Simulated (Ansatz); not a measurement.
**Si on MoS2 (110)**

This session takes MoS2 and sets out to prepare the clean (110) slab, then compare the adsorption sites of Si.

The COD entry's cell or inner coordinates are ideal or old and differ from later refinements, so a difference from it is no clean test against experiment.

Computed with Ansatz 0.2.0 (DFT PBEsol, scalar-relativistic, plane waves, PAW, unless a step's input says otherwise).

3 further runs of the same task are left out: 3 set aside as unsound or not needed.

## 1. The structure to begin with

Symmetry: R-3m, No. 166, trigonal system. Conventional cell: a = 3.120 Å, b = 3.120 Å, c = 18.258 Å, α = 90.00°, β = 90.00°, γ = 120.00°. Mo (site symmetry -3m) is surrounded by 6 S at 2.41 Å. Around S (site symmetry 3m) lie 3 Mo at 2.41 Å.

Coordinates:

```
Mo S
1.0
     1.56020    0.90078    6.08603
    -1.56020    0.90078    6.08603
     0.00000   -1.80157    6.08603
Mo S
1 2
Direct
  0.00000 0.00000 0.00000
  0.75436 0.75436 0.75436
  0.24564 0.24564 0.24564
```

It is the result of an earlier relaxation at this level (volume 17.11 Å³/atom; gap on the mesh: none (metal)).

## 2. The slab

Planes are indexed in the bulk's conventional cell (R-3m (No. 166)), a = 3.120 Å, b = 3.120 Å, c = 18.258 Å, α = 90.00°, β = 90.00°, γ = 120.00°.

A (110) slab, 6.2 Å thick as cut, with 17 Å of vacuum; its outer planes are MoS2 (top) and MoS2 (bottom).

The slab as cut. Its planes from the bottom up:

| plane | atoms per cell | height over the lowest (Å) |
| --- | --- | --- |
| 1 | MoS2 | 0.00 |
| 2 | MoS2 | 1.56 |
| 3 | MoS2 | 3.12 |
| 4 | MoS2 | 4.68 |
| 5 | MoS2 | 6.24 |

## 3. The clean surface, relaxed

input.yaml

```yaml
crystal:
  lattice:
    - [5.40470329, 0.0, 0.0]
    - [1.8015677633, 6.0860250644, 0.0]
    - [0.0, 0.0, 23.2408137987]
  atoms:
    - { symbol: Mo, position: [0.5, 0.0, 0.3657359021] }
    - { symbol: S, position: [0.7456433495, 0.2630699515, 0.3657359021] }
    - { symbol: S, position: [0.2543566505, 0.7369300485, 0.3657359021] }
    - { symbol: Mo, position: [0.0, 0.0, 0.432867951] }
    - { symbol: S, position: [0.2456433495, 0.2630699515, 0.432867951] }
    - { symbol: S, position: [0.7543566505, 0.7369300485, 0.432867951] }
    - { symbol: Mo, position: [0.5, 0.0, 0.5] }
    - { symbol: S, position: [0.7456433495, 0.2630699515, 0.5] }
    - { symbol: S, position: [0.2543566505, 0.7369300485, 0.5] }
    - { symbol: Mo, position: [0.0, 0.0, 0.567132049] }
    - { symbol: S, position: [0.2456433495, 0.2630699515, 0.567132049] }
    - { symbol: S, position: [0.7543566505, 0.7369300485, 0.567132049] }
    - { symbol: Mo, position: [0.5, 0.0, 0.6342640979] }
    - { symbol: S, position: [0.7456433495, 0.2630699515, 0.6342640979] }
    - { symbol: S, position: [0.2543566505, 0.7369300485, 0.6342640979] }
basis:
  ecutwfc: 420
kpoints:
  mp_grid: { grid: [6, 5, 1] }
hamiltonian:
  xc: pbesol
scf:
  occupations: { method: gaussian, width: 0.1 }
output:
  forces: true
  eigenvalues: true
  write_density: true
  write_potential: true
  elf: true
  volumetric_format: npy
relax:
  adjacent_minimum: "off"
  f_tol: 0.03
  max_steps: 70
  constraints: [{ sites: [0, 1, 2, 3, 4, 5] }]
efield:
  axis: 3
  dipole_correction: true
  ramp_width: 0.04
```

On the command line:

```bash
$ ansatz run input.yaml --threads 2 --pin off --max-ram 5120MiB --backend cpu --events-out ev --progress --plain --runs-dir out
```

The session goes on with these runs: start: Si, top (S); Si put at a hollow (nearest Mo) site.

What does the calculation give? Wanted: clean slab: work function; clean slab: dipole along +c; Si: lowest end.

The runs gave:

| quantity | value |
| --- | --- |
| clean slab: work function | 5.14 eV (top face), 4.65 eV (bottom face) |
| clean slab: dipole along +c | -0.089 e·Å per cell |
| Si: lowest end | E_ads -4.96 eV, from the top (S) start, 3 bonded, 0.91 Å high |

In words: The strongest binding of Si is 4.96 eV, a strong chemical bond when counted from the free atom, not from the element's molecule or solid; the ends span 1.02 eV. On the way to the lowest end the anchoring atom slid 1.1 Å from where it was put. The surface itself gives way, with a slab atom moving 0.8 Å. It lowers the work function by 0.51 eV, as a dipole layer with its positive end outwards does. The slab runs have no spin polarisation, while the free adsorbate has its spin; a moment that survived on the surface would lower E_ads. A start on a symmetric site keeps its symmetry, so an end may be a saddle point and not a minimum.
